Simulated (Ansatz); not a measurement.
# ClFH4O2Si2: one species, many methods

Aim: compute ClFH4O2Si2 with functionals from several rungs and with coupled cluster. The yardstick is the atomisation energy at the CCSD(T) limit.

Program: Ansatz 0.2.0, Gaussian basis. Level of theory: functionals in def2-TZVPP, the program's frozen cores in correlated methods. These are calculated values, not measurements.

The runs, in order: PBE-D4, r2SCAN-D4, PBE0-D4, B3LYP-D4, ωB97X-V, ωB97M-V, B2PLYP; CCSD(T)/def2-TZVPP; MP2/def2-QZVPP; extrapolation to the limit.

## 1. The geometry

An earlier PBE0-D4 in a triple-zeta def2 set relaxation fixed the geometry.

SMILES `O[SiH](F)O[SiH2]Cl`, 10 atoms, charge 0, spin multiplicity 1.

Atoms are counted from 1 here; the program's logs count them from 0.

Bond lengths: O1–Si2 1.618 Å, O1–H7 0.958 Å, Si2–F3 1.591 Å, Si2–O4 1.624 Å, Si2–H8 1.465 Å, O4–Si5 1.625 Å, Si5–Cl6 2.049 Å, Si5–H9 1.476 Å, Si5–H10 1.477 Å. Angles: Si2–O1–H7 120.2°, O1–Si2–F3 110.7°, O1–Si2–O4 110.6°, O1–Si2–H8 107.7°, F3–Si2–O4 106.8°, F3–Si2–H8 109.0°, O4–Si2–H8 112.2°, Si2–O4–Si5 147.9°, O4–Si5–Cl6 110.0°, O4–Si5–H9 108.4°, O4–Si5–H10 110.1°, Cl6–Si5–H9 108.1°, Cl6–Si5–H10 107.7°, H9–Si5–H10 112.4°.

## 2. PBE-D4 (GGA)

File in.yaml:

```yaml
crystal:
  periodic: [false, false, false]
  atoms:
    - {symbol: O, position_ang: [-1.850786, 1.714331, 0.587952]}
    - {symbol: Si, position_ang: [-0.322483, 1.185958, 0.526562]}
    - {symbol: F, position_ang: [0.533522, 2.061548, -0.488626]}
    - {symbol: O, position_ang: [-0.269709, -0.344953, -0.013481]}
    - {symbol: Si, position_ang: [0.635757, -1.592869, -0.527679]}
    - {symbol: Cl, position_ang: [2.405590, -1.647713, 0.503063]}
    - {symbol: H, position_ang: [-2.416123, 1.643139, -0.182307]}
    - {symbol: H, position_ang: [0.248945, 1.318670, 1.869152]}
    - {symbol: H, position_ang: [-0.095315, -2.844669, -0.250469]}
    - {symbol: H, position_ang: [0.955801, -1.432843, -1.960969]}
basis:
  gaussian: {orbitals: def2-TZVPP}
hamiltonian: {xc: pbe, dispersion: d4}
output: {forces: true, orbitals: {seedname: orbitals}}
```

After this run come: r2SCAN-D4 (meta-GGA); PBE0-D4 (hybrid); B3LYP-D4 (hybrid); ωB97X-V (range-separated); ωB97M-V (range-separated); B2PLYP (double hybrid); CCSD(T) in def2-TZVPP; MP2 in def2-QZVPP.

Before running them: what should the planned runs give, taken together? Wanted: atomisation energy, CCSD(T)/CBS; farthest; mean size of error, hybrid; mean size of error, range-separated; gap, smallest and largest; T1 diagnostic; triples share of the correlation energy.

The runs gave:

```
                               quantity                                 value
        atomisation energy, CCSD(T)/CBS                             40.410 eV
    functionals within 0.202 eV (0.5 %)                      ωB97X-V, ωB97M-V
                               farthest                   PBE0-D4 (-0.965 eV)
             mean size of error, hybrid                              0.812 eV
    mean size of error, range-separated                              0.157 eV
              gap, smallest and largest  6.93 eV (PBE-D4), 13.63 eV (ωB97X-V)
                          T1 diagnostic                                0.0111
triples share of the correlation energy                                 3.3 %
```

In words: PBE-D4 is off by -0.286 eV. Double hybrids carry the basis error of their MP2 part in triple zeta, and no dispersion term here, so their miss is partly the set-up's. Misses under about 0.202 eV are within the doubt on the reference itself, which lacks core-valence correlation, relativity and higher excitations. Hartree-Fock recovers 73 % of the binding; the rest is correlation. Orbital gaps span 6.9 to 13.6 eV; exact exchange widens them.
